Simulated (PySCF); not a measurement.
**The bond of ZnC+, level by level**

What are the lowest state that PBE0 finds, the bond length, vibrational wavenumber and bond energy of ZnC+, and how much do these hang on the method?

Method: Zn def2-SVP, C def2-SVP, no relativity; program: PySCF 2.14.0.

## 1. The job

A driver script around PySCF takes these settings:

| Item | Value |
| --- | --- |
| atoms | Zn, C |
| charge | 1 |
| basis | Zn def2-SVP, C def2-SVP |
| Hamiltonian | no relativity |
| basis functions | 45 |
| electrons treated | 35 |
| masses in u | 63.9291, 12.0000 |
| levels | PBE0, PBE, r²SCAN, TPSSh, M06-L, TPSS, HF, MP2, SCS-MP2, CCSD, CCSD(T) |
| grid | 80 radial by 434 angular points |
| occupations | held fixed by the projection of orbital angular momentum |
| dissociation limit | Zn+ + C, each in its ground configuration |
| starting distance in angstrom | 2.000 |
| values of 2S to try | 1, 3 |

Launch:

```sh
OMP_NUM_THREADS=1 python dia.py task.json out
```

After this run come: PBE0 along the bond; Higher solutions at PBE0; PBE (GGA); r²SCAN (meta-GGA); TPSSh (hybrid meta-GGA); M06-L (meta-GGA); TPSS (meta-GGA); ROHF; Adding correlation.

What does the calculation give? Wanted: for each run, Re; ωe; De; μ.

The runs gave:

Lowest PBE0 solution found, without spin–orbit coupling: ²Π (doublet), unpaired electrons π ↑. State 2 has its PBE0 minimum 0.18 eV higher. State 3 has its PBE0 minimum 1.11 eV higher, as a spin-mixed determinant (⟨S²⟩ = 1.77), so this is no gap between pure states. State 4 has its PBE0 minimum 1.13 eV higher, as a spin-mixed determinant (⟨S²⟩ = 1.76), so this is no gap between pure states. The other levels ran on the lowest alone.

| level | Re (Å) | ωe (cm⁻¹) | De (eV) | μ (D) |
| --- | --- | --- | --- | --- |
| ROHF | 2.153 | 434 | -0.347 | -2.54 |
| ROHF-MP2 | 2.115 | 446 | 0.92 | n/a |
| ROHF-SCS-MP2 | 2.134 | 430 | 0.97 | n/a |
| ROHF-CCSD | 2.170 | 394 | 1.16 | n/a |
| ROHF-CCSD(T) | 2.172 | 386 | 1.32 | n/a |
| PBE | 2.087 | 429 | 2.04 | -0.85 |
| TPSS | 2.092 | 435 | 1.87 | -1.17 |
| r²SCAN | 2.091 | 416 | 1.62 | -0.85 |
| M06-L | 2.093 | 421 | 1.75 | -0.92 |
| TPSSh | 2.098 | 434 | 1.68 | -1.30 |
| PBE0 | 2.111 | 413 | 1.55 | -1.10 |

De is counted to Zn+ + C in their ground configurations. A positive dipole points from Zn to C; in an ion it is taken about the centre of mass and does not tell which atom is negative. ⟨S²⟩ is off the pure value of 0.75 by over a tenth at r²SCAN 0.90, M06-L 0.88, PBE0 0.86.

Differences from CCSD(T) in the same basis:

| level | Re (mÅ) | ωe (%) |
| --- | --- | --- |
| ROHF | -19 | +12.5 |
| ROHF-MP2 | -58 | +15.6 |
| ROHF-SCS-MP2 | -38 | +11.4 |
| ROHF-CCSD | -2 | +2.2 |
| PBE | -85 | +11.2 |
| TPSS | -80 | +12.8 |
| r²SCAN | -81 | +7.8 |
| M06-L | -79 | +9.1 |
| TPSSh | -74 | +12.5 |
| PBE0 | -61 | +7.1 |

Judged by CCSD(T) in the same basis: best bond length ROHF-CCSD (-2 mÅ), worst PBE (-85 mÅ); best wavenumber ROHF-CCSD (+2.2 %), worst ROHF-MP2 (+15.6 %). Hartree–Fock falls on the short and stiff side, its usual fault. CCSD(T) in a basis this small is itself some way from its limit, more so than the functionals. Of the levels with a De here, ROHF gives the least (-0.347 eV) and PBE the most (2.04 eV).

Correlated steps freeze 6 core orbitals. A negative De means that the minimum lies above the separated atoms at that level.
